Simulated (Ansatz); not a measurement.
# B2O3: the cost of one run

Method: DFT PBE, scalar-relativistic, plane waves, PAW, in Ansatz 0.2.0.

## (1) The starting structure

The cell holds 15 atoms (B6O9): a = 5.851 Å, b = 5.719 Å, c = 5.562 Å, α = 89.52°, β = 88.07°, γ = 89.83°.

It is the last frame of an earlier stage of the same melt, run at 1360 K.

Structure file:

```cif
data_structure
_symmetry_space_group_name_H-M 'P 1'
_symmetry_Int_Tables_number 1
_cell_length_a 5.8506
_cell_length_b 5.7195
_cell_length_c 5.5618
_cell_angle_alpha 89.518
_cell_angle_beta 88.074
_cell_angle_gamma 89.827
_cell_volume 186.00
loop_
_atom_site_label
_atom_site_type_symbol
_atom_site_fract_x
_atom_site_fract_y
_atom_site_fract_z
_atom_site_occupancy
B1 B 0.37836 0.45255 0.50149 1
B2 B 0.15228 0.77316 0.34158 1
B3 B 0.78869 0.82861 0.49997 1
B4 B 0.48828 0.10895 0.76963 1
B5 B 0.85224 0.52334 0.18703 1
B6 B 0.52203 0.24172 0.11739 1
O1 O 0.37462 0.30901 0.30422 1
O2 O 0.73673 0.33607 0.07488 1
O3 O 0.41146 0.34592 0.72305 1
O4 O 0.73647 0.61656 0.39114 1
O5 O 0.98885 0.92640 0.41707 1
O6 O 0.06666 0.59578 0.16995 1
O7 O 0.30141 0.69270 0.50417 1
O8 O 0.47095 0.04590 0.01053 1
O9 O 0.64102 0.97059 0.61974 1
```

## (2) Stage at 300 K

One k point, a Fermi-Dirac width of 0.050 eV and a fixed cell.

Input file input.yaml:

```yaml
crystal:
  lattice:
    - [5.849844, 0.008559, 0.095808]
    - [0.008559, 5.719401, 0.023637]
    - [0.095808, 0.023637, 5.560953]
  atoms:
    - { symbol: B, position: [0.3783578166, 0.4525544273, 0.5014866558] }
    - { symbol: B, position: [0.1522780105, 0.7731603194, 0.3415769703] }
    - { symbol: B, position: [0.7886902635, 0.8286140437, 0.4999664732] }
    - { symbol: B, position: [0.488278522, 0.1089515578, 0.7696310151] }
    - { symbol: B, position: [0.8522388177, 0.523338885, 0.1870327967] }
    - { symbol: B, position: [0.5220309894, 0.2417163987, 0.1173945114] }
    - { symbol: O, position: [0.3746151836, 0.3090097331, 0.3042157272] }
    - { symbol: O, position: [0.7367342265, 0.3360650107, 0.0748799512] }
    - { symbol: O, position: [0.4114580326, 0.3459244538, 0.7230548691] }
    - { symbol: O, position: [0.7364739631, 0.6165568812, 0.3911375667] }
    - { symbol: O, position: [0.9888472952, 0.926401527, 0.4170711014] }
    - { symbol: O, position: [0.0666608047, 0.5957813709, 0.1699502135] }
    - { symbol: O, position: [0.3014119974, 0.6927042967, 0.504167294] }
    - { symbol: O, position: [0.4709516559, 0.0458955823, 0.0105301543] }
    - { symbol: O, position: [0.6410212473, 0.9705929302, 0.6197386922] }
  symmetry: { detect: false }
basis:
  ecutwfc: 420
  xc_grid: 1
kpoints:
  mp_grid: { grid: [1, 1, 1], shift: [0.0, 0.0, 0.0] }
hamiltonian:
  xc: pbe
scf:
  occupations: { method: fermi_dirac, width: 0.05 }
  lower_state_search: "off"
  convergence: { dr2_threshold: 1.0e-05 }
output:
  forces: true
  stress: true
md:
  timestep: 1.5
  n_steps: 250
  ensemble: nvt_langevin
  friction: 0.03
  temperature: 300.0
  initial_velocities: maxwell_boltzmann
  seed: 95308
```

Command:

```sh
$ ansatz run input.yaml --threads 2 --pin off --max-ram 5120MiB --backend cpu --events-out ev --progress --plain --runs-dir out
```

Q: Estimate wall time and peak memory on 2 threads of Arm Neoverse V1, shared host.

About 85 s, with a peak of 0.3 GiB.
